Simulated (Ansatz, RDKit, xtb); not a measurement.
# [C3HClFN2]−: ranking a sample of isomers

A sample of isomers of [C3HClFN2]− (charge -1) is drawn. Aim: find which of them has the lowest free energy at 298.15 K, then its properties. The sample is small against all isomers, and the most stable one of this formula need not be in it.

The funnel: GFN2-xTB relaxations, single points with a density functional, relaxations at B3LYP-D3(BJ)/def2-SVPD, harmonic vibrations (at GFN2-xTB), and a last energy at a higher level. All values are calculated.

## 1. Possible bonding patterns

Isomers were taken from a list of plausible structures; this is a sample, not all of them. That gives 6 candidates.

```
label           SMILES     spin
 c009  Fc1cc(Cl)[n-]n1  singlet
 c602    Fc1nc[n-]c1Cl  singlet
 c630    Fc1cn[n-]c1Cl  singlet
 c664  Fc1ncc(Cl)[n-]1  singlet
 c754  Fc1c[n-]c(Cl)n1  singlet
 c945    Fc1[n-]ncc1Cl  singlet
```

Candidates are built by distance geometry, with a force field where one applies, in up to four conformers (letters a to d).

Q: Predict the outcome of this search (final energies at CCSD(T)/def2-SVPD + MP2/def2-TZVPPD - MP2/def2-SVPD).

| quantity | value |
| --- | --- |
| lowest structure found | Fc1ncc(Cl)[n-]1, singlet |
| next finalist | Fc1c[n-]c(Cl)n1, singlet, 3.2 kcal/mol higher in G |
| share at equilibrium, among the finalists | 99.5 % |

The search ends on `Fc1ncc(Cl)[n-]1`. The margin of 3.2 kcal/mol over the next finalist is beyond the usual error of the last level; it says nothing of structures that weren't ranked. GFN2-xTB, HF/STO-3G, r2SCAN-D4/def2-SVPD, B3LYP-D3(BJ)/def2-SVPD, HF/def2-SVPD and MP2/def2-SVPD already put its bonding pattern lowest among the structures in one piece. The search is not exhaustive (a finite list of starts, one conformer a finalist), so a lower isomer can't be ruled out. Only 6 drawn patterns were tried, so whole families of isomers are missing, and the result ranks this sample alone.
